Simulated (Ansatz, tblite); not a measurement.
**In6N6 wurtzite hole sphere (In₆N₆H₁₈): rung by rung**

Aim: run the singlet of In6N6 wurtzite hole sphere (In₆N₆H₁₈) at one geometry on many levels, and compare frontier levels, spin and run time.

The runs use Ansatz 0.2.0, Gaussian basis; as each input shows.

Plan: GFN1-xTB, GFN2-xTB, PBE-D4/def2-TZVP, r2SCAN-D4/def2-TZVP, PBE-D4/def2-SVP, PBE0-D4/def2-SVP.

1 further run of the same task is left out (set aside as unsound or not needed).

### Step 1. The geometry

The geometry is that of the singlet, from an earlier relaxation (PBE-D4/def2-SVP).

30 atoms, charge 0, spin multiplicity 1.

Bond lengths: N1–In2 2.236 Å, N1–In7 2.236 Å, N1–H13 1.035 Å, N1–H14 1.031 Å, In2–N4 2.132 Å, In2–N5 2.236 Å, In2–H15 1.740 Å, In3–N4 2.233 Å, In3–N8 2.233 Å, In3–H16 1.777 Å, In3–H17 1.741 Å, N4–In6 2.233 Å, N4–H18 1.035 Å, N5–In10 2.236 Å, N5–H19 1.031 Å, N5–H20 1.035 Å, In6–N12 2.233 Å, In6–H21 1.777 Å and more. Angles: In2–N1–In7 121.8°, In2–N1–H13 103.5°, In2–N1–H14 110.6°, In7–N1–H13 103.5°, In7–N1–H14 110.6°, H13–N1–H14 105.0°, N1–In2–N4 103.0°, N1–In2–N5 100.0°, N1–In2–H15 110.5°, N4–In2–N5 103.1°, N4–In2–H15 126.4°, N5–In2–H15 110.5°, N4–In3–N8 100.0°, N4–In3–H16 104.1°, N4–In3–H17 109.8°, N8–In3–H16 104.1°, N8–In3–H17 109.8°, H16–In3–H17 126.0° and more.

In takes a core potential in the def2 sets. No spin-orbit coupling is included.

PBE0-D4/def2-TZVP was run before; its log isn't repeated, and its numbers join the tables.

### Step 2. GFN1-xTB

Tight binding, by tblite at 300 K electronic temperature and without a spin-polarisation term:

```python
tblite.interface.Calculator('GFN1-xTB', numbers, positions, charge=0, uhf=0).singlepoint()
```

Energy -1037.4987 eV, HOMO -8.70 eV, LUMO -5.00 eV; 0.053 s.

### Step 3. GFN2-xTB

Tight binding, by tblite at 300 K electronic temperature and without a spin-polarisation term:

```python
tblite.interface.Calculator('GFN2-xTB', numbers, positions, charge=0, uhf=0).singlepoint()
```

Energy -925.3748 eV, HOMO -10.75 eV, LUMO -7.47 eV; 0.04 s.

### Step 4. PBE-D4/def2-TZVP

start.molden holds the orbitals of an earlier run on this state, given as this run's starting guess.

Contents of in.yaml:

```yaml
crystal:
  periodic: [false, false, false]
  atoms:
    - {symbol: N, position_ang: [-0.002758, -1.979723, -1.722987]}
    - {symbol: In, position_ang: [-1.955379, -1.128517, -1.043851]}
    - {symbol: In, position_ang: [0.002507, -2.201229, 1.832286]}
    - {symbol: N, position_ang: [-1.708770, -0.986392, 1.069092]}
    - {symbol: N, position_ang: [-1.714577, 0.987623, -1.723946]}
    - {symbol: In, position_ang: [-1.905534, 1.103242, 1.831505]}
    - {symbol: In, position_ang: [1.952090, -1.128869, -1.050098]}
    - {symbol: N, position_ang: [1.711747, -0.987051, 1.063569]}
    - {symbol: N, position_ang: [1.710204, 0.987728, -1.728466]}
    - {symbol: In, position_ang: [-0.001297, 2.255547, -1.049201]}
    - {symbol: In, position_ang: [1.910752, 1.102282, 1.826234]}
    - {symbol: N, position_ang: [0.001746, 1.975364, 1.064357]}
    - {symbol: H, position_ang: [-0.002282, -2.934384, -1.322369]}
    - {symbol: H, position_ang: [-0.004453, -2.119817, -2.744577]}
    - {symbol: H, position_ang: [-3.276310, -1.890609, -1.880701]}
    - {symbol: H, position_ang: [0.000461, -3.647201, 0.798867]}
    - {symbol: H, position_ang: [0.005394, -2.188436, 3.572888]}
    - {symbol: H, position_ang: [-2.532705, -1.462154, 1.476872]}
    - {symbol: H, position_ang: [-1.834846, 1.055369, -2.745865]}
    - {symbol: H, position_ang: [-2.541651, 1.465980, -1.325123]}
    - {symbol: H, position_ang: [-3.157925, 1.824444, 0.797069]}
    - {symbol: H, position_ang: [-1.895639, 1.100236, 3.571969]}
    - {symbol: H, position_ang: [3.270313, -1.891045, -1.891134]}
    - {symbol: H, position_ang: [2.536833, -1.462926, 1.468891]}
    - {symbol: H, position_ang: [1.828288, 1.056055, -2.750610]}
    - {symbol: H, position_ang: [2.538315, 1.465598, -1.331156]}
    - {symbol: H, position_ang: [-0.002545, 3.778851, -1.889138]}
    - {symbol: H, position_ang: [1.905102, 1.098485, 3.566829]}
    - {symbol: H, position_ang: [3.160336, 1.823901, 0.788635]}
    - {symbol: H, position_ang: [0.002581, 2.927641, 1.470158]}
basis:
  gaussian: {orbitals: def2-TZVP, fitting: {mean_field: def2-universal-jkfit}, initial_orbitals: start.molden}
hamiltonian: {xc: pbe, dispersion: d4}
scf: {omitted_lower_state_checks: [starts]}
output: {forces: true, orbitals: {seedname: orbitals}}
```

On the command line:

```bash
ansatz run in.yaml --threads 2 --pin off --events-out ev --progress --plain --max-ram 20480MiB --backend cuda --devices 0, --max-vram 18GiB
```

Output, cut to the lines that bear on the results:

```text
Functional definition: PBE
  name "PBE"
  cite "Perdew, Burke & Ernzerhof, Phys. Rev. Lett. 77, 3865 (1996) doi:10.1103/PhysRevLett.77.3865"
  parent pbe
[...]
2094 factors; integrals over basis functions are off by at most 6.0e-1 eV
[...]
mean field -40274.16262642 eV, -1480.0481777130 hartree, gradient 2.6e-5 eV, S^2 0.000000; 0 other end points of the search recorded, 0 dependent functions left out
[...]
reference -40274.16275055 eV, -1480.0481822746 hartree; 93, 93 occupied and 501, 501 virtual orbitals, 2094 factors
Total energy: -40275.66423183 eV, -1480.1033606942 hartree
Atom 0 at    -0.002758    -1.979723    -1.722987 Å, force    -0.000592    -0.162923    -0.081401 eV/Å
Atom 1 at    -1.955379    -1.128517    -1.043851 Å, force     0.008158     0.004038     0.055124 eV/Å
Atom 2 at     0.002507    -2.201229     1.832286 Å, force    -0.000056     0.005463     0.017044 eV/Å
Atom 3 at    -1.708770    -0.986392     1.069092 Å, force    -0.069591    -0.039989    -0.030119 eV/Å
Atom 4 at    -1.714577     0.987623    -1.723946 Å, force    -0.142746     0.082151    -0.081078 eV/Å
Atom 5 at    -1.905534     1.103242     1.831505 Å, force     0.004878    -0.002900     0.017781 eV/Å
Atom 6 at     1.952090    -1.128869    -1.050098 Å, force    -0.007877     0.004159     0.055471 eV/Å
Atom 7 at     1.711747    -0.987051     1.063569 Å, force     0.069886    -0.039748    -0.029463 eV/Å
[...]
Atom 14 at    -3.276310    -1.890609    -1.880701 Å, force     0.069789     0.040308     0.044832 eV/Å
Atom 15 at     0.000461    -3.647201     0.798867 Å, force     0.000058     0.070959     0.029166 eV/Å
Atom 16 at     0.005394    -2.188436     3.572888 Å, force    -0.000171     0.010463    -0.102704 eV/Å
Atom 17 at    -2.532705    -1.462154     1.476872 Å, force     0.193419     0.111965    -0.105061 eV/Å
Atom 18 at    -1.834846     1.055369    -2.745865 Å, force     0.041058    -0.023150     0.253423 eV/Å
Atom 19 at    -2.541651     1.465980    -1.325123 Å, force     0.201556    -0.117605    -0.081417 eV/Å
Atom 20 at    -3.157925     1.824444     0.797069 Å, force     0.061874    -0.035144     0.027457 eV/Å
Atom 21 at    -1.895639     1.100236     3.571969 Å, force     0.009865    -0.005568    -0.100657 eV/Å
Atom 22 at     3.270313    -1.891045    -1.891134 Å, force    -0.069725     0.040340     0.045099 eV/Å
Atom 23 at     2.536833    -1.462926     1.468891 Å, force    -0.193891     0.111949    -0.104499 eV/Å
Atom 24 at     1.828288     1.056055    -2.750610 Å, force    -0.040625    -0.023337     0.253792 eV/Å
Atom 25 at     2.538315     1.465598    -1.331156 Å, force    -0.202369    -0.117630    -0.081046 eV/Å
Atom 26 at    -0.002545     3.778851    -1.889138 Å, force     0.000045    -0.080594     0.045056 eV/Å
Atom 27 at     1.905102     1.098485     3.566829 Å, force    -0.009904    -0.005470    -0.102011 eV/Å
Atom 28 at     3.160336     1.823901     0.788635 Å, force    -0.061744    -0.035428     0.028209 eV/Å
Atom 29 at     0.002581     2.927641     1.470158 Å, force    -0.000212    -0.223656    -0.104631 eV/Å
Dipole moment:    -0.001711    -0.001448    -1.388344 e Å
Checks for a lower state left out: starts
```

Wall time 4.2 s (1 × H100 (card shared with other runs) with 2 threads of AMD EPYC 7R13, shared host); peak host memory 1 GiB.

HOMO -5.94 eV, LUMO -1.89 eV.

### Step 5. r2SCAN-D4/def2-TZVP

Changes to in.yaml since step 4:

```diff
@@ -35,4 +35,4 @@
   gaussian: {orbitals: def2-TZVP, fitting: {mean_field: def2-universal-jkfit}, initial_orbitals: start.molden}
-hamiltonian: {xc: pbe, dispersion: d4}
+hamiltonian: {xc: r2scan, dispersion: d4}
 scf: {omitted_lower_state_checks: [starts]}
-output: {forces: true, orbitals: {seedname: orbitals}}
+output: {orbitals: {seedname: orbitals}}
```

Launched as before.

Output:

```text
Functional definition: r2SCAN
  name "r2SCAN"
  cite "Furness, Kaplan, Ning, Perdew & Sun, J. Phys. Chem. Lett. 11, 8208 (2020) doi:10.1021/acs.jpclett.0c02405"
  cite "Furness, Kaplan, Ning, Perdew & Sun, J. Phys. Chem. Lett. 11, 9248 (2020) doi:10.1021/acs.jpclett.0c03077"
  parent r2scan
  parameter k0 = 0.174
  parameter k1 = 0.065
  parameter a1 = 4.9479
  exchange = r2scan_x(k0 = k0, k1 = k1, a1 = a1)
  correlation = r2scan_c
these checks for a lower state are left out or cut short: starts
2094 factors; integrals over basis functions are off by at most 6.0e-1 eV
mean field evaluation 1: about -40292.6131 eV, gradient 9.6e0 eV
mean field evaluation 2: about -40292.7528 eV, gradient 1.5e-1 eV
mean field evaluation 4: about -40292.7652 eV, gradient 2.0e-4 eV
mean field -40292.76522827 eV, -1480.7318107219 hartree, gradient 1.3e-5 eV, S^2 0.000000; 0 other end points of the search recorded, 0 dependent functions left out
reference -40292.76526714 eV, -1480.7318121503 hartree; 93, 93 occupied and 501, 501 virtual orbitals, 2094 factors
Total energy: -40293.17231194 eV, -1480.7467707706 hartree
Checks for a lower state left out: starts
```

It took 4.9 s on 1 × H100 (card shared with other runs) with 2 threads of AMD EPYC 7R13, shared host; peak host memory 1.1 GiB.

From the report: HOMO -6.19 eV, LUMO -1.61 eV.

### Step 6. PBE-D4/def2-SVP

Changes to in.yaml since step 5:

```diff
@@ -34,4 +34,4 @@
 basis:
-  gaussian: {orbitals: def2-TZVP, fitting: {mean_field: def2-universal-jkfit}, initial_orbitals: start.molden}
-hamiltonian: {xc: r2scan, dispersion: d4}
+  gaussian: {orbitals: def2-SVP, initial_orbitals: start.molden}
+hamiltonian: {xc: pbe, dispersion: d4}
 scf: {omitted_lower_state_checks: [starts]}
```

The command is unchanged.

Output:

```text
Functional definition: PBE
  name "PBE"
  cite "Perdew, Burke & Ernzerhof, Phys. Rev. Lett. 77, 3865 (1996) doi:10.1103/PhysRevLett.77.3865"
  parent pbe
  parameter kappa = 0.804
  parameter beta = 0.06672455060314922
  exchange = pbe_x(kappa = kappa, mu = beta*pi^2/3)
  correlation = pbe_c(beta = beta)
these checks for a lower state are left out or cut short: starts
3972 factors; their error is unknown
mean field evaluation 1: about -40260.5868 eV, gradient 6.4e1 eV
mean field evaluation 2: about -40262.0538 eV, gradient 2.1e0 eV
mean field evaluation 4: about -40261.9762 eV, gradient 2.8e-1 eV
mean field evaluation 8: about -40261.9763 eV, gradient 9.7e-6 eV
mean field -40261.97633910 eV, -1479.6003399143 hartree, gradient 9.7e-6 eV, S^2 0.000000; 0 other end points of the search recorded, 0 dependent functions left out
reference -40261.97644040 eV, -1479.6003436370 hartree; 93, 93 occupied and 237, 237 virtual orbitals, 3972 factors
Total energy: -40263.47792169 eV, -1479.6555220565 hartree
Checks for a lower state left out: starts
```

It took 4.8 s on 1 × H100 (card shared with other runs) with 2 threads of AMD EPYC 7R13, shared host; peak host memory 1 GiB.

From the report: HOMO -5.85 eV, LUMO -1.63 eV.

### Step 7. PBE0-D4/def2-SVP

Changes to in.yaml since step 6:

```diff
@@ -35,3 +35,3 @@
   gaussian: {orbitals: def2-SVP, initial_orbitals: start.molden}
-hamiltonian: {xc: pbe, dispersion: d4}
+hamiltonian: {xc: pbe0, dispersion: d4}
 scf: {omitted_lower_state_checks: [starts]}
```

Launched as before.

Output:

```text
Functional definition: PBE0
  name "PBE0"
  cite "Adamo & Barone, J. Chem. Phys. 110, 6158 (1999) doi:10.1063/1.478522"
  cite "Perdew, Burke & Ernzerhof, Phys. Rev. Lett. 77, 3865 (1996) doi:10.1103/PhysRevLett.77.3865"
  parent pbe
  parameter a = 0.25
  parameter kappa = 0.804
  parameter beta = 0.06672455060314922
  exchange = (1 - a)*pbe_x(kappa = kappa, mu = beta*pi^2/3) + a*exact_x
  correlation = pbe_c(beta = beta)
these checks for a lower state are left out or cut short: starts
3819 factors; integrals over basis functions are off by at most 1.4e-3 eV
mean field evaluation 1: about -40261.6277 eV, gradient 6.3e1 eV
mean field evaluation 2: about -40262.6278 eV, gradient 1.1e0 eV
mean field evaluation 4: about -40262.9592 eV, gradient 5.7e-3 eV
mean field -40262.95918135 eV, -1479.6364587006 hartree, gradient 4.9e-5 eV, S^2 0.000000; 0 other end points of the search recorded, 0 dependent functions left out
reference -40262.95925652 eV, -1479.6364614631 hartree; 93, 93 occupied and 237, 237 virtual orbitals, 3819 factors
Total energy: -40264.29760195 eV, -1479.6856447506 hartree
Checks for a lower state left out: starts
```

Wall time 4.2 s (1 × H100 (card shared with other runs) with 2 threads of AMD EPYC 7R13, shared host); peak host memory 1 GiB.

Report: HOMO -7.01 eV, LUMO -0.75 eV.

### Step 8. Comparison

```tsv
level	functions	HOMO (eV)	LUMO (eV)	gap (eV)	time
PBE-D4/def2-SVP	330	-5.85	-1.63	4.22	4.8 s
PBE-D4/def2-TZVP	594	-5.94	-1.89	4.05	4.2 s
r2SCAN-D4/def2-TZVP	594	-6.19	-1.61	4.58	4.9 s
PBE0-D4/def2-SVP	330	-7.01	-0.75	6.25	4.2 s
PBE0-D4/def2-TZVP	594	-7.08	-1.07	6.01	7 s
```

### Step 9. Binding energy

Free atoms were run apart at each level; binding is atoms less cluster, divided by the number of atoms, without zero-point or spin-orbit terms.

```tsv
level	binding an atom (eV)
PBE-D4/def2-SVP	2.911
PBE-D4/def2-TZVP	2.915
r2SCAN-D4/def2-TZVP	2.878
PBE0-D4/def2-SVP	2.857
PBE0-D4/def2-TZVP	2.862
```

### Step 10. Summary of results

```
                                                 quantity                                value
gap in def2-TZVP, named functionals, smallest and largest  4.05 eV (PBE-D4), 6.01 eV (PBE0-D4)
                binding an atom, functionals in def2-TZVP   2.86 (PBE0-D4) to 2.91 eV (PBE-D4)
          PBE0 total energy, smallest basis above largest       11.83 eV (def2-SVP, def2-TZVP)
```

Orbital gaps of the named functionals in def2-TZVP span 4.05 eV (PBE-D4) to 6.01 eV (PBE0-D4); exact exchange widens it.

The slowest run with a step of its own, r2SCAN-D4/def2-TZVP, took 4.9 s; the quickest functional in def2-TZVP took 4.2 s (shared host).
